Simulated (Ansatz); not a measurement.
**SiGeH₂ (singlet): from Hartree-Fock to the top rungs at distance Ge2–H4 = 2.104 Å, cc-pVTZ**

The task here is to estimate one member of a computed series from the others.

Program: Ansatz 0.2.0, Gaussian basis. Level of theory: cc-pVTZ, core rule «outside noble gas», up to 19 orbitals frozen. These are calculated values, not measurements.

To be run: UHF; CCSD(T) on RHF; CCSD(T) on UHF; BCCD(T) on RHF; CCSDT(Q) on RHF; CCSDT(Q) on UHF; CASSCF and NEVPT2, 2 electrons in 2 orbitals; CASSCF and NEVPT2, 10 electrons in 10 orbitals.

## The geometry

The geometry derives from a PBE0/def2-TZVP stationary point (not a proven minimum). One bond is set to the value named and the two fragments are kept rigid. No spin-orbit coupling is included. The filled d shell of Ge may be among the frozen orbitals whatever the setting's name suggests.

4 atoms, charge 0, spin multiplicity 1.

Atoms are counted from 1 here; the program's logs count them from 0.

Bond lengths: Si1–Ge2 2.151 Å, Si1–H3 1.691 Å, Ge2–H3 1.746 Å. Angles: Ge2–Si1–H3 52.4°, Si1–Ge2–H3 50.1°, Si1–H3–Ge2 77.4°.

The first run:

Input file in.yaml:

```yaml
crystal:
  periodic: [false, false, false]
  atoms:
    - {symbol: Si, position_ang: [0.000000, -0.005784, 1.571254]}
    - {symbol: Ge, position_ang: [0.000000, -0.025716, -0.579339]}
    - {symbol: H, position_ang: [0.000000, 1.324769, 0.527788]}
    - {symbol: H, position_ang: [0.000000, 0.689691, -2.557977]}
basis:
  gaussian: {orbitals: cc-pVTZ}
magnetization: {spin_polarized: true, initial_magnetization: 0}
hamiltonian: {xc: hf}
output: {orbitals: {seedname: orbitals}}
```

Run with:

```console
ansatz run in.yaml --threads 1 --pin off --events-out ev --progress --plain --max-ram 2816MiB --backend cpu
```

Steps of the session up to this table: UHF; CCSD(T) on RHF; CCSD(T) on UHF; BCCD(T) on RHF; CCSDT(Q) on RHF; CCSDT(Q) on UHF; CASSCF and NEVPT2, 2 electrons in 2 orbitals; CASSCF and NEVPT2, 10 electrons in 10 orbitals.

One table of the session follows, with a row left open; its other results are not shown here.

It belongs to the step «Misses and costs». 

| method | from RCCSDT(Q) (meV) |
| --- | --- |
| RHF | +7723.9 |
| UHF | ? |
| RMP2 | +1397.3 |
| UMP2 | +2014.1 |
| RCCSD | +571.4 |
| UCCSD | +634.6 |
| RCCSD(T) | +84.6 |
| UCCSD(T) | +132.5 |
| BCCD(T) | +81.3 |
| RCCSDT | +48.8 |
| UCCSDT | +59.7 |
| RCCSDT(Q) | 0 |
| UCCSDT(Q) | +1.8 |
| CASSCF pair | +6900.8 |
| NEVPT2 pair | +1252.6 |
| CASSCF valence | +4499.0 |
| NEVPT2 valence | +992.9 |

Estimate the missing values for UHF.

**Answer.** from RCCSDT(Q) (meV): +7535.7. In the column «from RCCSDT(Q) (meV)» it lies between CASSCF pair (+6900.8) and RHF (+7723.9).

To keep in mind: The determinant of HF (⟨S²⟩ 0.77) is far from a pure spin state, so its energy mixes those of several spin states; that is harmless only where they are near-degenerate. The determinant of CCSD(T) (⟨S²⟩ 0.70) is far from a pure spin state, so its energy mixes those of several spin states; high orders of coupled cluster remove much of that, low ones don't. The determinant of CCSDT(Q) (⟨S²⟩ 0.70) is far from a pure spin state, so its energy mixes those of several spin states; high orders of coupled cluster remove much of that, low ones don't. Warnings: restricted reference is unstable; spin contamination; coupled cluster took another determinant than the lowest; large T1 diagnostic. Restricted and unrestricted rows rest on different reference determinants; a gap between their highest levels can come from leftover correlation error, from unlike frozen cores or from another state.
